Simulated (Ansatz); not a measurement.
# NaMgAuC6N6: the cost of one run

Method: DFT PBE, scalar-relativistic, plane waves, PAW, in Ansatz 0.2.0.

### Step 1. The structure to begin with

Symmetry: F-43m, No. 216, cubic system. The conventional cell has a = 10.315 Å, b = 10.315 Å, c = 10.315 Å, α = 90.00°, β = 90.00°, γ = 90.00°. Na (site symmetry -43m) is surrounded by 12 N at 3.69 Å and 12 C at 3.70 Å. Mg (site symmetry -43m) has 6 C at 1.98 Å as nearest neighbours. Around C (site symmetry 2mm) lie 1 N at 1.17 Å. Au (site symmetry -43m) is surrounded by 6 N at 2.01 Å. N (site symmetry 2mm) has 1 C at 1.17 Å as nearest neighbours.

Structure file:

```cif
data_structure
_symmetry_space_group_name_H-M 'F-43m'
_symmetry_Int_Tables_number 216
_cell_length_a 10.3150
_cell_length_b 10.3150
_cell_length_c 10.3150
_cell_angle_alpha 90.000
_cell_angle_beta 90.000
_cell_angle_gamma 90.000
_cell_volume 1097.51
loop_
_atom_site_label
_atom_site_type_symbol
_atom_site_symmetry_multiplicity
_atom_site_Wyckoff_symbol
_atom_site_fract_x
_atom_site_fract_y
_atom_site_fract_z
_atom_site_occupancy
Na1 Na 4 c 0.25000 0.25000 0.25000 1
Mg1 Mg 4 a 0.00000 0.00000 0.00000 1
C1 C 24 f 0.19195 0.00000 0.00000 1
Au1 Au 4 b 0.50000 0.00000 0.00000 1
N1 N 24 f 0.30538 0.00000 0.00000 1
```

The cell is invented: cyanide-bridged rock-salt net of two metals, 1 guest cations a cell (F-43m, No. 216). Its size is a rough estimate.

### Step 2. The guess as it stands, on a coarse mesh

The input, input.yaml:

```yaml
crystal:
  lattice:
    - [0.0, 5.1575, 5.1575]
    - [5.1575, 0.0, 5.1575]
    - [5.1575, 5.1575, 0.0]
  atoms:
    - { symbol: Na, position: [0.75, 0.75, 0.75] }
    - { symbol: Mg, position: [0.0, 0.0, 0.0] }
    - { symbol: C, position: [0.80804653, 0.19195347, 0.19195347] }
    - { symbol: C, position: [0.19195347, 0.19195347, 0.80804653] }
    - { symbol: C, position: [0.80804653, 0.19195347, 0.80804653] }
    - { symbol: C, position: [0.19195347, 0.80804653, 0.80804653] }
    - { symbol: C, position: [0.80804653, 0.80804653, 0.19195347] }
    - { symbol: C, position: [0.19195347, 0.80804653, 0.19195347] }
    - { symbol: Au, position: [0.5, 0.5, 0.5] }
    - { symbol: "N", position: [0.69461949, 0.30538051, 0.30538051] }
    - { symbol: "N", position: [0.30538051, 0.30538051, 0.69461949] }
    - { symbol: "N", position: [0.69461949, 0.30538051, 0.69461949] }
    - { symbol: "N", position: [0.30538051, 0.69461949, 0.69461949] }
    - { symbol: "N", position: [0.69461949, 0.69461949, 0.30538051] }
    - { symbol: "N", position: [0.30538051, 0.69461949, 0.30538051] }
basis:
  ecutwfc: 420
kpoints:
  mp_grid: { grid: [4, 4, 4] }
hamiltonian:
  xc: pbe
scf:
  occupations: { method: gaussian, width: 0.1 }
  lower_state_search: "off"
output:
  forces: true
  stress: true
  eigenvalues: true
```

Command:

```console
> ansatz run input.yaml --threads 1 --pin off --max-ram 2560MiB --backend cpu --events-out ev --progress --plain --runs-dir out
```

Q: Estimate wall time and peak memory on 1 thread of Intel Xeon 6975P-C (Granite Rapids), shared host.

About 6 s, with a peak of 0.54 GiB.
